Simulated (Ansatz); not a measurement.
Consider relaxations under a series of pressures of LuPd, space group Pm-3m (Ansatz 0.2.0 through its Python package).

`compress_lupd.py`:
```python
import ansatz as az
import numpy as np

def edges_and_angles(cell):
    cell = np.asarray(cell)
    a, b, c = np.linalg.norm(cell, axis=1)
    cosines = cell[1] @ cell[2] / (b * c), cell[0] @ cell[2] / (a * c), cell[0] @ cell[1] / (a * b)
    return (a, b, c, *np.degrees(np.arccos(cosines)))


def main() -> None:
    vectors = np.array([
        [3.415, 0.0, 0.0],
        [0.0, 3.415, 0.0],
        [0.0, 0.0, 3.415],
    ])
    structure = (
        az.Lattice.of(vectors)
        .atom('Lu', (0.0, 0.0, 0.0))
        .atom('Pd', (0.5, 0.5, 0.5))
    )

    model = (
        structure.calculation()
        .kpoints(6, 6, 6)
        .functional('lda')
        .occupations('fermi_dirac')
    )

    rows = []
    for pressure in [0, 2, 4, 6, 8]:
        out = model.relax(cell=True, pressure=pressure, force_tolerance=0.02, max_steps=100).run(threads=1, pin='off')
        cell = out.lattice.cell_ang
        n_atoms = len(out.lattice.sites)
        volume = abs(np.linalg.det(cell)) / n_atoms
        enthalpy = out.report['free_energy_ev'] / n_atoms + pressure * volume / 160.21766
        rows.append((pressure, volume, enthalpy, *edges_and_angles(cell)))
        print(f'{pressure} GPa done: {volume:.4f} A^3/atom')

    print(' P (GPa)  V (A^3/atom)  H (eV/atom)     a       b       c')
    for row in rows:
        print('{:8.1f} {:12.4f} {:14.5f} {:7.4f} {:7.4f} {:7.4f}'.format(*row[:6]))
    p, v = np.array([row[0] for row in rows], float), np.array([row[1] for row in rows])
    print('mean bulk modulus between rows (GPa):', np.round(-np.diff(p) / np.diff(np.log(v)), 1))


if __name__ == '__main__':
    main()
```

How far does the cell shrink over this series of pressures, and what bulk modulus does the first step imply?

The volume falls from 18.73 Å³ an atom at 0 GPa to 17.69 at 8 GPa, by 5.6 %. Between 0 and 2 GPa, -V dP/dV is about 128 GPa, a mean over that step.

What the script printed:

```console
$ python compress_lupd.py
DeckWarning: basis.ecutwfc = 420 eV, auto-derived from the records' recommended cutoffs: set by Lu (normal level)
0 GPa done: 18.7332 A^3/atom
2 GPa done: 18.4430 A^3/atom
4 GPa done: 18.1694 A^3/atom
6 GPa done: 17.9246 A^3/atom
8 GPa done: 17.6891 A^3/atom
 P (GPa)  V (A^3/atom)  H (eV/atom)     a       b       c
     0.0      18.7332   -10669.74197  3.3462  3.3462  3.3462
     2.0      18.4430   -10669.51003  3.3288  3.3288  3.3288
     4.0      18.1694   -10669.28159  3.3123  3.3123  3.3123
     6.0      17.9246   -10669.05636  3.2973  3.2973  3.2973
     8.0      17.6891   -10668.83414  3.2828  3.2828  3.2828
mean bulk modulus between rows (GPa): [128.1 133.8 147.4 151.2]
```
(Warnings from the package without file and line.)

Reading the output:
- Total energies depend on the potentials; only differences at equal settings carry meaning.
- At a fixed pressure a relaxation lowers the enthalpy F + PV, while F alone can rise.
- The mesh is modest for a metal, so energies can be off by several to tens of meV an atom and pressures by half a GPa or more; differences at equal mesh fare better.
- The structure is a deposited one; some such entries were measured under pressure or heat, so a shift against it needn't be the functional's error alone.
- Symmetry holds the cell in this phase, whether or not it is the stable one at each pressure.
- It ran for 43 s on 1 thread of Arm Neoverse V1 (shared host), peak memory 0.39 GiB.

(Lines on the test bed's own set-up are left out of the output.)
